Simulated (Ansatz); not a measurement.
# Ba3S2: the cost of one run

Computed with Ansatz 0.2.0 (DFT PBE, scalar-relativistic, plane waves, PAW, unless a step's input says otherwise).

## Step 1: The structure to begin with

Symmetry: R-3c, No. 167, trigonal system. The conventional cell has a = 7.372 Å, b = 7.372 Å, c = 20.127 Å, α = 90.00°, β = 90.00°, γ = 120.00°. Ba (site symmetry 2) is surrounded by 4 S at 2.87 to 3.05 Å. S (site symmetry 3) has 6 Ba at 2.87 to 3.05 Å as nearest neighbours.

Structure file:

```
CELL_PARAMETERS angstrom
3.68592 2.12807 6.70892
-3.68592 2.12807 6.70892
0.00000 -4.25613 6.70892
ATOMIC_POSITIONS crystal
Ba 0.05625 0.44375 0.75000
Ba 0.75000 0.05625 0.44375
Ba 0.44375 0.75000 0.05625
Ba 0.94375 0.55625 0.25000
Ba 0.25000 0.94375 0.55625
Ba 0.55625 0.25000 0.94375
S 0.85218 0.85218 0.85218
S 0.64782 0.64782 0.64782
S 0.14782 0.14782 0.14782
S 0.35218 0.35218 0.35218
```

This is candidate A: anti-corundum type (R-3c, No. 167).

(A quick probe on a coarse mesh, which set the mesh and smearing, is not shown.)

## Step 3: Rough relaxation on the coarse mesh (candidate A)

The input, input.yaml:

```yaml
crystal:
  lattice:
    - [3.6859174745, 2.1280654461, 6.70892332]
    - [-3.6859174745, 2.1280654461, 6.70892332]
    - [0.0, -4.2561308923, 6.70892332]
  atoms:
    - { symbol: Ba, position: [0.05625, 0.44375, 0.75] }
    - { symbol: Ba, position: [0.75, 0.05625, 0.44375] }
    - { symbol: Ba, position: [0.44375, 0.75, 0.05625] }
    - { symbol: Ba, position: [0.94375, 0.55625, 0.25] }
    - { symbol: Ba, position: [0.25, 0.94375, 0.55625] }
    - { symbol: Ba, position: [0.55625, 0.25, 0.94375] }
    - { symbol: S, position: [0.85218, 0.85218, 0.85218] }
    - { symbol: S, position: [0.64782, 0.64782, 0.64782] }
    - { symbol: S, position: [0.14782, 0.14782, 0.14782] }
    - { symbol: S, position: [0.35218, 0.35218, 0.35218] }
basis:
  ecutwfc: 420
kpoints:
  mp_grid: { grid: [3, 3, 3] }
hamiltonian:
  xc: pbe
scf:
  occupations: { method: gaussian, width: 0.1 }
  lower_state_search: "off"
output:
  forces: true
  stress: true
  eigenvalues: true
relax:
  adjacent_minimum: "off"
  f_tol: 0.04
  max_steps: 70
  cell: { stress_tol: 0.4 }
```

The run is started by

```sh
$ ansatz run input.yaml --threads 1 --pin off --max-ram 2560MiB --backend cpu --events-out ev --progress --plain --runs-dir out
```

Q: Estimate wall time and peak memory on 1 thread of Arm Neoverse V1, shared host.

About 75 s, with a peak of 0.63 GiB.
